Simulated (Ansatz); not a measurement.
# BBrH₄Si: small, medium and large basis sets

One table from this session's results is given with a row withheld; the runs are named, their logs left out.

Method: one geometry, several basis sets; program: Ansatz 0.2.0, Gaussian basis.

The runs, in order: PBE0-D4/def2-SVP; ωB97M-V/def2-SVP; PBE0-D4/def2-QZVPP; ωB97M-V/def2-QZVPP; the functionals' def2-TZVPP values are taken from earlier runs.

### The relaxed structure

The geometry comes from an earlier relaxation with PBE0-D4 in a triple-zeta def2 set; it is a stationary point, not always the lowest conformer.

SMILES `[SiH3]BBr`, 7 atoms, charge 0, spin multiplicity 1.

Atoms are counted from 1 here; the program's logs count them from 0.

Bond lengths: Si1–B2 2.014 Å, Si1–H4 1.489 Å, Si1–H5 1.489 Å, Si1–H6 1.487 Å, B2–Br3 1.901 Å, B2–H7 1.192 Å. Angles: B2–Si1–H4 109.2°, B2–Si1–H5 108.9°, B2–Si1–H6 112.8°, H4–Si1–H5 108.2°, H4–Si1–H6 108.9°, H5–Si1–H6 108.8°, Si1–B2–Br3 118.3°, Si1–B2–H7 126.5°, Br3–B2–H7 115.2°.

Set-up of the first run:

File in.yaml:

```yaml
crystal:
  periodic: [false, false, false]
  atoms:
    - {symbol: Si, position_ang: [-0.677774, 0.488205, -0.240285]}
    - {symbol: B, position_ang: [0.876480, -0.537074, 0.527944]}
    - {symbol: Br, position_ang: [1.755264, -1.806750, -0.580563]}
    - {symbol: H, position_ang: [-1.718271, -0.473036, -0.698807]}
    - {symbol: H, position_ang: [-0.207346, 1.264532, -1.420883]}
    - {symbol: H, position_ang: [-1.288287, 1.427230, 0.738262]}
    - {symbol: H, position_ang: [1.321134, -0.431206, 1.628530]}
basis:
  gaussian: {orbitals: def2-SVP}
hamiltonian: {xc: pbe0, dispersion: d4}
output: {orbitals: {seedname: orbitals}}
```

Command:

```bash
$ ansatz run in.yaml --threads 2 --pin off --events-out ev --progress --plain --max-ram 4352MiB
```

Among the steps run: PBE0-D4 in def2-SVP; ωB97M-V in def2-SVP; PBE0-D4 in def2-QZVPP; ωB97M-V in def2-QZVPP.

One of the session's tables, all rows but one given; the rest of the session is left out.

It belongs to the step «Density functionals: the series». 

| functional | basis | HOMO (eV) | LUMO (eV) |
| --- | --- | --- | --- |
| PBE0-D4 | def2-SVP | -7.78 | -2.43 |
| PBE0-D4 | def2-TZVPP | -7.83 | -2.49 |
| PBE0-D4 | def2-QZVPP | ? | ? |
| ωB97M-V | def2-SVP | -9.90 | -0.37 |
| ωB97M-V | def2-TZVPP | -9.99 | -0.50 |
| ωB97M-V | def2-QZVPP | -9.99 | -0.53 |

Q: Estimate the row for PBE0-D4, def2-QZVPP from the others.

As computed: HOMO (eV): -7.84; LUMO (eV): -2.50. In the column «HOMO (eV)» it lies between ωB97M-V, def2-SVP (-9.90) and PBE0-D4, def2-TZVPP (-7.83).
